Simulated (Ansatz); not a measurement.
Molecular dynamics of Mg₁₂CuO₁₂

Input:

```yaml
crystal:
  lattice:
    - [5.499877, 0.0, 0.0]
    - [2.749938, 4.763033, 0.0]
    - [0.0, 0.0, 17.613288]
  atoms:
    - { symbol: Mg, position: [0.0, 0.0, 0.0567753] }
    - { symbol: O, position: [0.3333333, 0.8333333, 0.1205146] }
    - { symbol: Mg, position: [0.0, 0.5, 0.0567753] }
    - { symbol: O, position: [0.3333333, 0.3333333, 0.1205146] }
    - { symbol: Mg, position: [0.5, 0.0, 0.0567753] }
    - { symbol: O, position: [0.8333333, 0.8333333, 0.1205146] }
    - { symbol: Mg, position: [0.5, 0.5, 0.0567753] }
    - { symbol: O, position: [0.8333333, 0.3333333, 0.1205146] }
    - { symbol: Mg, position: [0.65021478, 0.67156592, 0.19471236] }
    - { symbol: O, position: [-0.03964806, 0.53639113, 0.26126231] }
    - { symbol: Mg, position: [0.64349907, 0.19430366, 0.20620209] }
    - { symbol: O, position: [-0.00398222, 0.0153674, 0.26382677] }
    - { symbol: Mg, position: [0.13191845, 0.68758232, 0.20765681] }
    - { symbol: O, position: [0.48702818, 0.51087082, 0.26905207] }
    - { symbol: Mg, position: [0.16517413, 0.19312702, 0.19917029] }
    - { symbol: O, position: [0.48519605, 0.01608132, 0.26359496] }
    - { symbol: Mg, position: [0.33008761, 0.33559224, 0.34998508] }
    - { symbol: O, position: [0.65909307, 0.18405292, 0.4133425] }
    - { symbol: Mg, position: [0.3287467, 0.83043611, 0.35283936] }
    - { symbol: O, position: [0.63606171, 0.6843733, 0.41947057] }
    - { symbol: Mg, position: [0.83951211, 0.3622357, 0.3476623] }
    - { symbol: O, position: [0.17037934, 0.15954477, 0.41367741] }
    - { symbol: Mg, position: [0.83488539, 0.84987815, 0.32860797] }
    - { symbol: O, position: [0.12132762, 0.69857465, 0.41514019] }
    - { symbol: Cu, position: [0.78506592, 0.84882871, 0.47010576], spin: 1.0 }
magnetization:
  spin_polarized: true
basis:
  ecutwfc: 420.0
kpoints:
  mp_grid: { grid: [2, 2, 1] }
hamiltonian:
  xc: pbesol
  pseudopotentials: { kind: paw, azcp: { folder: soft_1 } }
scf:
  occupations: { method: fermi_dirac, width: 0.05 }
  lower_state_search: "off"
md:
  timestep: 1
  n_steps: 210
  ensemble: nve
  temperature: 1400.0
  initial_velocities: maxwell_boltzmann
  seed: 833503
  constraints: [{ sites: [0, 1, 2, 3, 4, 5, 6, 7] }]
```

Launched with:

```bash
$ ansatz run input.yaml --threads 4 --pin off --max-ram 10240MiB --backend cpu --events-out ev --progress --plain --runs-dir out
```

It goes on from the last frame of an earlier run, with new velocities.

Output, in part (step lines):

```
md step     0: t =     0.00 fs  T =  1400.0 K  F+E_penalty+E_count = -36276.11680385 eV  E_kin = 3.076388 eV  conserved = -36273.04041587 eV  (53 SCF iters)
md step     1: t =     1.00 fs  T =  1392.1 K  F+E_penalty+E_count = -36276.09940224 eV  E_kin = 3.058975 eV  conserved = -36273.04042737 eV  (14 SCF iters)
md step     2: t =     2.00 fs  T =  1380.1 K  F+E_penalty+E_count = -36276.07313995 eV  E_kin = 3.032704 eV  conserved = -36273.04043555 eV  (14 SCF iters)
md step     3: t =     3.00 fs  T =  1364.2 K  F+E_penalty+E_count = -36276.03813838 eV  E_kin = 2.997706 eV  conserved = -36273.04043214 eV  (14 SCF iters)
md step     4: t =     4.00 fs  T =  1344.4 K  F+E_penalty+E_count = -36275.99467729 eV  E_kin = 2.954268 eV  conserved = -36273.04040974 eV  (14 SCF iters)
md step     5: t =     5.00 fs  T =  1321.1 K  F+E_penalty+E_count = -36275.94330521 eV  E_kin = 2.902942 eV  conserved = -36273.04036363 eV  (14 SCF iters)
md step     6: t =     6.00 fs  T =  1294.5 K  F+E_penalty+E_count = -36275.88490199 eV  E_kin = 2.844608 eV  conserved = -36273.04029368 eV  (15 SCF iters)
md step     7: t =     7.00 fs  T =  1265.3 K  F+E_penalty+E_count = -36275.82067351 eV  E_kin = 2.780469 eV  conserved = -36273.04020490 eV  (15 SCF iters)
[... lines left out ...]
md step   210: t =   210.00 fs  T =   919.1 K  F+E_penalty+E_count = -36275.05951088 eV  E_kin = 2.019549 eV  conserved = -36273.03996193 eV  (15 SCF iters)
```

The steps, from the saved trajectory:

| time (fs) | T (K) | potential energy less start (eV) | conserved less start (meV/atom) |
| --- | --- | --- | --- |
| 0 | 1400 | 0.000 | 0.00 |
| 7 | 1265 | 0.296 | 0.01 |
| 14 | 1041 | 0.789 | 0.03 |
| 21 | 881 | 1.140 | 0.03 |
| 28 | 822 | 1.271 | 0.02 |
| 35 | 831 | 1.251 | 0.04 |
| 42 | 999 | 0.882 | 0.01 |
| 49 | 1088 | 0.687 | -0.01 |
| 56 | 998 | 0.883 | 0.03 |
| 63 | 992 | 0.898 | 0.02 |
| 70 | 1046 | 0.778 | 0.02 |
| 77 | 1112 | 0.633 | -0.01 |
| 84 | 1031 | 0.811 | -0.01 |
| 91 | 829 | 1.256 | 0.05 |
| 98 | 899 | 1.101 | 0.04 |
| 105 | 1136 | 0.579 | 0.00 |
| 112 | 1232 | 0.370 | -0.01 |
| 119 | 1113 | 0.630 | 0.01 |
| 126 | 959 | 0.970 | 0.05 |
| 133 | 1006 | 0.867 | 0.01 |
| 140 | 983 | 0.917 | 0.01 |
| 147 | 825 | 1.265 | 0.04 |
| 154 | 716 | 1.505 | 0.06 |
| 161 | 817 | 1.283 | 0.06 |
| 168 | 1102 | 0.656 | 0.02 |
| 175 | 1300 | 0.219 | -0.01 |
| 182 | 1243 | 0.345 | 0.04 |
| 189 | 1187 | 0.468 | 0.01 |
| 196 | 1028 | 0.819 | 0.02 |
| 203 | 859 | 1.190 | 0.06 |
| 210 | 919 | 1.057 | 0.02 |

The run went to its last step. The conserved energy stayed within 0.067 meV per atom of its start (net change 0.018 meV per atom), so the integration is sound. A run of 0.21 ps of so small a system gives no equilibrium averages. Limits of this set-up: coarse k mesh, thin slab, slab without dipole correction, PAW files made for another functional, a typed lattice constant that wasn't relaxed here.

Mean squared displacements from the first frame to the last: Mg 0.04 Å², O 0.03 Å², Cu 0.23 Å².

Last frame:

```xyz
25
Lattice="5.4999 0.0000 0.0000 2.7499 4.7630 0.0000 0.0000 0.0000 17.6133" Properties=species:S:1:pos:R:3
Mg 0.000 0.000 1.000
O 4.125 3.969 2.123
Mg 1.375 2.381 1.000
O 2.750 1.588 2.123
Mg 2.750 0.000 1.000
O 6.875 3.969 2.123
Mg 4.125 2.381 1.000
O 5.500 1.588 2.123
Mg 5.372 3.039 3.416
O 1.383 2.343 4.691
Mg 3.936 0.723 3.700
O 0.019 0.048 4.769
Mg 2.853 3.263 3.676
O 4.085 2.348 4.855
Mg 1.340 0.750 3.673
O 2.722 -0.227 4.701
Mg 2.773 1.467 6.148
O 4.176 0.792 7.216
Mg 3.945 3.904 6.453
O 5.491 3.272 7.223
Mg 5.621 1.836 6.122
O 1.216 0.880 7.274
Mg 6.839 4.012 6.102
O 2.600 3.006 7.359
Cu 6.796 3.647 8.516
```

Time of the run: 30 min on 4 threads of Arm Neoverse V2 (shared host), peak memory 1.6 GiB.
